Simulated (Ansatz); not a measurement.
# GeH5: the cost of one run

Method: UKS B3LYP/def2-SVP, in Ansatz 0.2.0.

1 further run of the same task is left out (it didn't finish).

**1. The starting structure**

Bond lengths: Ge1–H2 1.800 Å, Ge1–H3 1.550 Å, Ge1–H4 1.549 Å, Ge1–H5 1.549 Å. Angles: H2–Ge1–H3 109.5°, H2–Ge1–H4 109.5°, H2–Ge1–H5 109.5°, H3–Ge1–H4 109.5°, H3–Ge1–H5 109.5°, H4–Ge1–H5 109.5°.

Structure file:

```xyz
6

Ge    0.0000    0.0000    0.0000
H     0.0000    0.0000    1.8000
H     1.4616    0.0000   -0.5162
H    -0.7300    1.2648   -0.5162
H    -0.7300   -1.2648   -0.5162
H     0.0000    0.0000    2.7600
```

**2. A restrained relaxation towards end A**

Springs on the bonds that form and break draw the guess towards this end; the thresholds are loose.

Input file input.yaml:

```yaml
crystal:
  periodic: [false, false, false]
  atoms:
    - { symbol: Ge, position_ang: [0.0, 0.0, 0.0] }
    - { symbol: H, position_ang: [0.0, 0.0, 1.8] }
    - { symbol: H, position_ang: [1.4616, 0.0, -0.5162] }
    - { symbol: H, position_ang: [-0.73, 1.2648, -0.5162] }
    - { symbol: H, position_ang: [-0.73, -1.2648, -0.5162] }
    - { symbol: H, position_ang: [0.0, 0.0, 2.76] }
magnetization:
  spin_polarized: true
  initial_magnetization: 1
basis:
  gaussian: { orbitals: def2-SVP }
hamiltonian:
  xc: b3lyp
relax:
  f_tol: 0.15
  max_steps: 25
  restrain:
    - { distance: [1, 5], at: 1.86, k: 30.0 }
    - { distance: [0, 1], at: 1.55, k: 30.0 }
```

Run with:

```
> ansatz run input.yaml --threads 2 --pin off --max-ram 3072MiB --backend cpu --events-out ev --progress --plain --runs-dir out
```

Q: Estimate wall time and peak memory on 2 threads of Intel Xeon Platinum 8259CL at 2.50GHz (Skylake/Cascade Lake), shared host.

About 5.6 s, with a peak of 0.15 GiB.
